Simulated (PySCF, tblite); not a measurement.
**C5H8FO2Si radical: geometry, infrared bands and EPR parameters**

Aim: predict the infrared bands and EPR parameters of C5H8FO2Si radical (`C[C](F)[SiH2]C(=O)C(C)=O`).

Programs: tblite 0.8.0 and PySCF 2.14.0, with density-fitted response routines of our own. Each step states its level of theory. These are calculated values for one molecule in the gas phase, unless marked as measured. Atoms are numbered from 0 throughout.

### 1 Starting geometry

17 atoms, charge 0, multiplicity 2; geometry from: force field or distance geometry start.

Bonds of the start (Å): C0–C1 1.47, C1–F2 1.36, C1–Si3 1.83, Si3–C4 1.86, C4–O5 1.22, C4–C6 1.51, C6–C7 1.51, C6–O8 1.21, C0–H9 1.11, C0–H10 1.09, C0–H11 1.10, Si3–H12 1.50, Si3–H13 1.48, C7–H14 1.10, C7–H15 1.10, C7–H16 1.09.

### 2 Optimising the geometry with GFN2-xTB

Job settings and geometry (Å):

```
{"job": {"kind": "relax", "xc": "GFN2-xTB", "basis": "xTB"}, "charge": 0, "multiplicity": 2}
C     -2.652800     0.841400    -0.111900
C     -1.906100    -0.313000     0.409000
F     -2.036500    -0.677700     1.717600
Si    -0.701600    -1.208200    -0.633300
C      1.060000    -0.972600    -0.076100
O      1.761800    -1.937800     0.167300
C      1.597200     0.436600     0.049100
C      2.883200     0.586800     0.824900
O      1.003600     1.367800    -0.457400
H     -3.336400     1.231900     0.666100
H     -1.993000     1.653900    -0.410500
H     -3.278100     0.555300    -0.970000
H     -1.085500    -2.655700    -0.606100
H     -0.888700    -0.795000    -2.044200
H      3.121000     1.652100     0.915000
H      2.755700     0.166400     1.836300
H      3.689300     0.080000     0.294200
```

Command:

```bash
$ OMP_NUM_THREADS=1 python probes_run.py task.json out
```

This one command runs all jobs of the session in turn.

The program printed:

```text
step      E/eV     max force
  0    -796.05899    2.033
  1    -796.15157    0.983
  2    -796.18654    0.758
  3    -796.20739    0.436
  4    -796.22883    0.319
  5    -796.24005    0.253
  6    -796.24526    0.253
  7    -796.24989    0.232
  8    -796.25576    0.222
  9    -796.26560    0.250
 10    -796.27205    0.199
 11    -796.27742    0.155
 12    -796.28171    0.161
 13    -796.28546    0.165
 14    -796.28826    0.133
 15    -796.29031    0.102
 16    -796.29190    0.092
 17    -796.29323    0.093
 18    -796.29452    0.094
 19    -796.29634    0.129
 20    -796.29953    0.220
 21    -796.30476    0.296
 22    -796.31121    0.271
 23    -796.31672    0.166
 24    -796.32047    0.131
 25    -796.32343    0.178
 26    -796.32732    0.249
 27    -796.33189    0.225
 28    -796.33603    0.128
 29    -796.33934    0.141
 30    -796.34230    0.143
 31    -796.34520    0.161
 32    -796.34786    0.119
 33    -796.35008    0.098
 34    -796.35194    0.118
 35    -796.35366    0.115
 36    -796.35537    0.132
 37    -796.35732    0.106
 38    -796.36002    0.131
 39    -796.36304    0.190
 40    -796.36788    0.203
 41    -796.37425    0.215
 42    -796.38148    0.221
 43    -796.38750    0.222
 44    -796.39220    0.263
 45    -796.39597    0.155
 46    -796.39794    0.205
 47    -796.40061    0.151
 48    -796.40246    0.146
 49    -796.40475    0.121
 50    -796.40602    0.111
 51    -796.40859    0.180
 52    -796.41105    0.169
 53    -796.41366    0.134
 54    -796.41579    0.141
 55    -796.41829    0.133
 56    -796.42083    0.116
 57    -796.42317    0.107
 58    -796.42503    0.122
 59    -796.42726    0.159
 60    -796.42966    0.130
 61    -796.43177    0.087
 62    -796.43301    0.086
 63    -796.43403    0.075
 64    -796.43498    0.084
 65    -796.43597    0.082
 66    -796.43669    0.055
 67    -796.43718    0.048
 68    -796.43756    0.043
 69    -796.43791    0.066
 70    -796.43819    0.053
 71    -796.43839    0.046
 72    -796.43853    0.028
 73    -796.43862    0.022
 74    -796.43871    0.026
 75    -796.43881    0.026
 76    -796.43893    0.027
 77    -796.43906    0.028
 78    -796.43917    0.035
 79    -796.43925    0.031
 80    -796.43933    0.019
 81    -796.43940    0.025
 82    -796.43946    0.022
 83    -796.43950    0.022
 84    -796.43954    0.016
 85    -796.43958    0.015
 86    -796.43963    0.021
 87    -796.43968    0.029
 88    -796.43974    0.030
 89    -796.43980    0.019
 90    -796.43985    0.018
 91    -796.43988    0.020
 92    -796.43992    0.021
 93    -796.43996    0.021
 94    -796.44002    0.018
 95    -796.44007    0.014
 96    -796.44010    0.012
 97    -796.44013    0.014
 98    -796.44017    0.017
 99    -796.44023    0.017
100    -796.44028    0.014
101    -796.44031    0.012
102    -796.44033    0.011
103    -796.44036    0.014
104    -796.44039    0.015
105    -796.44042    0.012
106    -796.44043    0.009
```

Wall time 0.88 s (1 thread of Arm Neoverse V1, shared host).

Step by step: (not every step is listed)

| step | energy from step 0 (eV) | largest force (eV/Å) |
| --- | --- | --- |
| 0 | 0.0000 | 2.0333 |
| 1 | -0.0926 | 0.9828 |
| 2 | -0.1276 | 0.7578 |
| 3 | -0.1484 | 0.4357 |
| 4 | -0.1698 | 0.3185 |
| 5 | -0.1811 | 0.2531 |
| 6 | -0.1863 | 0.2534 |
| 7 | -0.1909 | 0.2324 |
| 8 | -0.1968 | 0.2223 |
| 17 | -0.2342 | 0.0927 |
| 26 | -0.2683 | 0.2493 |
| 35 | -0.2947 | 0.1155 |
| 44 | -0.3332 | 0.2629 |
| 53 | -0.3547 | 0.1337 |
| 62 | -0.3740 | 0.0858 |
| 71 | -0.3794 | 0.0455 |
| 80 | -0.3803 | 0.0194 |
| 89 | -0.3808 | 0.0194 |
| 98 | -0.3812 | 0.0172 |
| 101 | -0.3813 | 0.0122 |
| 102 | -0.3813 | 0.0114 |
| 103 | -0.3814 | 0.0142 |
| 104 | -0.3814 | 0.0154 |
| 105 | -0.3814 | 0.0122 |
| 106 | -0.3814 | 0.0088 |

Distances of close pairs at the start and the end, largest changes first:

| bond | before (Å) | after (Å) | change (Å) |
| --- | --- | --- | --- |
| Si3–C4 | 1.863 | 1.935 | +0.072 |
| Si3–H12 | 1.498 | 1.458 | -0.040 |
| C1–Si3 | 1.827 | 1.858 | +0.031 |
| Si3–H13 | 1.482 | 1.454 | -0.028 |
| C0–H9 | 1.107 | 1.088 | -0.019 |
| C1–F2 | 1.365 | 1.347 | -0.018 |
| C4–C6 | 1.513 | 1.496 | -0.017 |
| C7–H15 | 1.103 | 1.089 | -0.014 |

The final coordinates are the input of the step that follows.

### 3 Vibrational analysis with GFN2-xTB

Job settings and geometry (Å):

```
{"job": {"kind": "ir", "xc": "GFN2-xTB", "basis": "xTB"}, "charge": 0, "multiplicity": 2}
C     -2.325136     0.925480     0.085769
C     -1.948985    -0.495878     0.177949
F     -2.358867    -1.099700     1.309867
Si    -0.675083    -1.391862    -0.835032
C      0.894149    -1.026146     0.236104
O      1.355485    -1.799114     1.050355
C      1.341909     0.391733     0.072980
C      2.700600     0.725636     0.601257
O      0.603995     1.167467    -0.509722
H     -3.041146     1.191616     0.860229
H     -1.436004     1.558136     0.178608
H     -2.740420     1.135884    -0.899038
H     -0.915207    -2.828658    -0.779506
H     -0.579403    -0.802692    -2.161376
H      2.873622     1.798095     0.576112
H      2.793946     0.339766     1.615029
H      3.449547     0.222265    -0.009657
```

The program printed:

```text
mode    cm-1     km/mol
  1      33.1      1.86
  2      44.0      1.25
  3      59.3      5.64
  4      85.6      1.26
  5      99.0      2.17
  6     132.7      9.27
  7     159.0     14.07
  8     231.9      2.61
  9     267.6      5.41
 10     305.0      5.34
 11     312.0      5.89
 12     376.3     16.62
 13     390.1     29.45
 14     476.6     38.78
 15     527.9     32.85
 16     564.5      5.05
 17     582.4     15.91
 18     629.8     10.62
 19     643.6     16.58
 20     661.3     12.52
 21     734.8    193.67
 22     882.1     10.69
 23     939.4    193.04
 24     956.6     26.08
 25     970.3     20.34
 26     988.2     11.30
 27    1166.2    247.13
 28    1200.1     77.69
 29    1220.4    229.46
 30    1360.0     49.05
 31    1377.5     41.47
 32    1417.2     20.05
 33    1431.6      8.37
 34    1439.3      8.59
 35    1444.1     13.59
 36    1671.9    174.67
 37    1688.7    489.45
 38    2319.9    224.05
 39    2344.3    254.02
 40    2923.2      4.90
 41    3007.4      2.07
 42    3008.1      3.60
 43    3026.1      0.45
 44    3040.1      7.31
 45    3052.5      9.69
```

Run time: 0.71 s. Hardware: 1 thread of Arm Neoverse V1, shared host.

The strongest bands and the atoms that carry them (share of the mass-weighted mode):

| cm⁻¹ | km/mol | atoms |
| --- | --- | --- |
| 735 | 193.7 | H13 48 %, H12 41 % |
| 939 | 193.0 | H10 29 %, H9 21 %, C0 17 %, F2 12 % |
| 1166 | 247.1 | C6 58 %, H14 18 %, C7 13 % |
| 1220 | 229.5 | C1 61 %, H9 14 %, C0 13 % |
| 1672 | 174.7 | C6 44 %, O8 23 %, C4 19 %, O5 11 % |
| 1689 | 489.4 | C4 41 %, O5 28 %, C6 18 %, O8 12 % |
| 2320 | 224.1 | H12 96 % |
| 2344 | 254.0 | H13 96 % |

### 4 g tensor and hyperfine couplings: B3LYP/pcH-1

Settings changed since step 3:

```diff
@@ -1,2 +1,2 @@
-{"job": {"kind": "ir", "xc": "GFN2-xTB", "basis": "xTB"}, "charge": 0, "multiplicity": 2}
+{"job": {"kind": "epr", "basis": "pcH-1"}, "charge": 0, "multiplicity": 2}
 C     -2.325136     0.925480     0.085769
```

Level: UKS B3LYP, pcH-1 on C F H O Si, non-relativistic, mean-field spin-orbit, GIAO.

The program printed:

```text
UKS, coarse grid
  cycle   1  E = -734.74852013  |g| = 8.97e-01
  cycle   2  E = -732.33065979  |g| = 2.34e+00
  cycle   3  E = -734.97475942  |g| = 4.40e-01
  cycle   4  E = -734.98390185  |g| = 4.35e-01
  cycle   5  E = -735.08368671  |g| = 1.22e-01
  cycle   6  E = -735.08830232  |g| = 7.63e-02
  cycle   7  E = -735.09195557  |g| = 3.80e-02
  cycle   8  E = -735.09276439  |g| = 2.03e-02
  cycle   9  E = -735.09310020  |g| = 8.20e-03
  cycle  10  E = -735.09313077  |g| = 3.84e-03
  cycle  11  E = -735.09314111  |g| = 9.10e-04
  cycle  12  E = -735.09314243  |g| = 5.27e-04
UKS, final grid
  cycle   1  E = -735.09314237  |g| = 5.79e-04
  cycle   2  E = -735.09314235  |g| = 1.06e-03
  cycle   3  E = -735.09314280  |g| = 2.28e-04
  cycle   4  E = -735.09314286  |g| = 1.33e-04
  cycle   5  E = -735.09314296  |g| = 1.07e-04
  cycle   6  E = -735.09314298  |g| = 2.82e-05
  cycle   7  E = -735.09314298  |g| = 1.11e-05
E = -735.09314298 Eh   <S^2> = 0.7716 (exact 0.7500)
g shifts (ppm)      1          2          3
  rmc          -204       -204       -204
  gc             -7         22         35
  oz_so         705       2526       3743
  total         493       2344       3573
hyperfine (MHz)  atom isotope    a_iso     a_fc   dipolar eigenvalues
    0   13C     -24.58     -24.60     -2.12      0.23      1.89
    1   13C      93.03      92.98    -69.33    -67.12    136.45
    2   19F     132.01     131.41   -238.58   -210.76    449.34
    3  29Si      38.40      38.45     -2.64     -1.45      4.09
    4   13C      30.60      30.64    -14.46     -3.02     17.48
    5   17O      -5.90      -5.87    -47.86     13.10     34.75
    6   13C       1.56       1.57     -7.79     -0.82      8.61
    7   13C      -0.27      -0.27     -1.02     -0.05      1.07
    8   17O      -2.31      -2.31    -19.68      6.01     13.68
    9    1H       2.12       2.11     -3.90     -3.36      7.26
   10    1H     105.80     105.80     -4.92     -1.84      6.76
   11    1H      72.65      72.65     -4.43     -3.93      8.36
   12    1H      18.81      18.80     -2.91     -1.79      4.69
   13    1H      16.55      16.55     -2.83     -1.92      4.75
   14    1H      -1.30      -1.30     -0.84     -0.55      1.39
   15    1H      -1.17      -1.17     -1.14     -0.71      1.85
   16    1H       2.48       2.48     -0.67     -0.45      1.12
```

Wall time 2.5 min (1 thread of Arm Neoverse V1, shared host); peak memory 1.2 GiB.

Principal g values 2.00281, 2.00466, 2.00589; g(iso) = 2.00446, against 2.00232 for a free electron.

Mean a(iso) over the nuclei that a row names, and the largest dipolar term of the row (other rows stand at the frozen geometry):

| nuclei | isotope | a(iso) (MHz) | a(iso) (G, at g = 2.0023) | largest dipolar term (MHz) |
| --- | --- | --- | --- | --- |
| F2 | 19F | 132.0 | 47.1 | 449.3 |
| C1 | 13C | 93.0 | 33.2 | 136.4 |
| H9, H10, H11 | 1H | 60.2 | 21.5 | 8.4 |
| Si3 | 29Si | 38.4 | 13.7 | 4.1 |
| C4 | 13C | 30.6 | 10.9 | 17.5 |
| C0 | 13C | -24.6 | -8.8 | -2.1 |
| H12, H13 | 1H | 17.7 | 6.3 | 4.8 |
| O5 | 17O | -5.9 | -2.1 | -47.9 |
| O8 | 17O | -2.3 | -0.8 | -19.7 |
| C6 | 13C | 1.6 | 0.6 | 8.6 |
| C7 | 13C | -0.3 | -0.1 | 1.1 |
| H14, H15, H16 | 1H | 0.0 | 0.0 | 1.8 |

Mulliken spin populations:

C0 -0.07; C1 0.78; F2 0.06; Si3 -0.03; C4 0.04; O5 0.08; C6 0.01; C7 0.00; O8 0.03; H9 0.00; H10 0.05; H11 0.03; H12 0.01; H13 0.01; H14 0.00; H15 0.00; H16 0.00

In first order the couplings over 0.8 MHz of 19F, 1H give 24 distinct lines over 124.2 G, if the averaged nuclei exchange fast; the same motion can average rows kept apart here too.

The fields below are evaluated on a grid from the run's orbitals.

ELF in a plane through or near 7 of the atoms.

Ten even steps from ' ' (0.00) to '@' (1.00):
```
                                                        
                                                        
                            ..++####==                  
                            **@@@@@@@@##                
                            **@@@@@@@@%%..              
                ..::::..    ==@@@@@@@@--                
                ..--++++==**==::--++--..                
          ..      ::++::--@@##  ..++##**==--..          
        ==####::  ..**++--####==%%@@%%%%##==::          
      ..**%%%%**==++**%%##..  --##**::**##::            
        --####::++@@::::==..    --**%%%%++..            
        ..--++..==%%++****==..  --**--::++::            
        ..##@@@@##::..--++==  --@@@@--..**==..          
        ::%%@@@@%%    ..--..  **@@@@##==++--..          
          ++@@@@++            ==@@%%--......            
                                ....                    
                                                        
                                                        
                                                        
                                                        
```
The map spans 12.0 Å across and 10.9 Å up, centred on the molecule. Atoms in the plane (x, y in Å): C0 (2.2, -1.1), C4 (-0.8, 1.1), C6 (-1.4, -0.3), C7 (-2.8, -0.5), H10 (1.3, -1.7), H12 (1.2, 2.8), H14 (-3.0, -1.6).

On the surface of density 0.002 e/bohr³ the electrostatic potential runs, from the 1st to the 99th percentile, from -1.34 V near O5 to 1.36 V near C6.

The spin density lies nearest to C1 53 %; O5 9 %; F2 9 %; C4 7 %.

### 5 Outcome

```
                                                                  quantity                  value
                                 strongest single infrared mode (GFN2-xTB)  1689 cm⁻¹, 489 km/mol
                                              zero-point energy (GFN2-xTB)          71.8 kcal/mol
                                                            g(iso) (B3LYP)                2.00446
                                                                      ⟨S²⟩     0.772 (exact 0.75)
                                        largest a(iso) (averaged by class)   19F on F2, 132.0 MHz
potential on the surface of density 0.002 e/bohr³, 1st and 99th percentile     -1.34 V and 1.36 V
```

In words: The optimisation took 106 steps and gained 0.381 eV; among the close pairs (by a distance rule), Si3–C4 changed most, from 1.863 to 1.935 Å. All 45 modes are real, so the xTB geometry is a minimum. The strongest single mode, at 1689 cm⁻¹, is carried by C4, O5, C6, O8. GFN2-xTB is a fitted tight-binding method: band positions and strengths are rough. Its intensities can rank the bands wrongly. Most of the unpaired spin sits on C1 (0.78 e). The isotropic g lies 2.1 ppt above the free-electron value.
